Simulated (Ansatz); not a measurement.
Predict the output of the script below (Ansatz's Python interface).

The script, `bde_b2h4o.py`:
```python
import ansatz as az


def total_energy(molecule, charge=0, unpaired=0):
    calc = (
        molecule.calculation()
        .basis(gaussian='pcseg-2')
        .functional('R2SCAN0')
    )
    if charge:
        calc = calc.charge(charge)
    if unpaired:
        calc = calc.spin('collinear', total=unpaired)
    report = calc.run(threads=1).report
    if report['published_state_doubts']:
        print('  doubts:', report['published_state_doubts'])
    return report['free_energy_ev']

def without(molecule, index):
    rest = az.Crystal.molecule()
    for i, site in enumerate(molecule.cartesian_sites):
        if i != index:
            rest = rest.atom(site.symbol, site.position_ang)
    return rest

geometry_ang = [
    ('B', (-1.0032, 0.1066, -0.4828)),
    ('O', (-0.4567, -0.519, 0.6599)),
    ('B', (0.9459, -0.2285, 0.56)),
    ('H', (-1.1198, -0.4249, -1.5146)),
    ('H', (-1.4619, 1.2479, -0.4117)),
    ('H', (1.43, 0.727, 1.1276)),
    ('H', (1.727, -0.9773, 0.016)),
]
b2h4o = az.Crystal.molecule()
for symbol, xyz in geometry_ang:
    b2h4o = b2h4o.atom(symbol, xyz)

whole = total_energy(b2h4o, 0)
hydrogen = total_energy(az.Crystal.molecule().atom('H', (0, 0, 0)), 0, 1)
print(f'E(molecule) = {whole:.5f} eV, E(H) = {hydrogen:.5f} eV')
for index in [6]:
    radical = total_energy(without(b2h4o, index), 0, 1)
    print(f'H{index}: homolysis {96.485332 * (radical + hydrogen - whole):.1f} kJ/mol')
```

```console
$ python bde_b2h4o.py
E(molecule) = -3463.77215 eV, E(H) = -13.60583 eV
H6: homolysis 430.2 kJ/mol
```

What to keep in mind:
- Total energies depend on the basis set; only differences at equal settings carry meaning.
- The geometry is a force-field or estimated start, not a minimum of this method, and the basis set is short of its limit. All parts are taken at fixed geometry, without zero-point energy.
- Hardware and time: 13 s on 1 thread of Arm Neoverse V2 (shared host), peak memory 0.29 GiB.
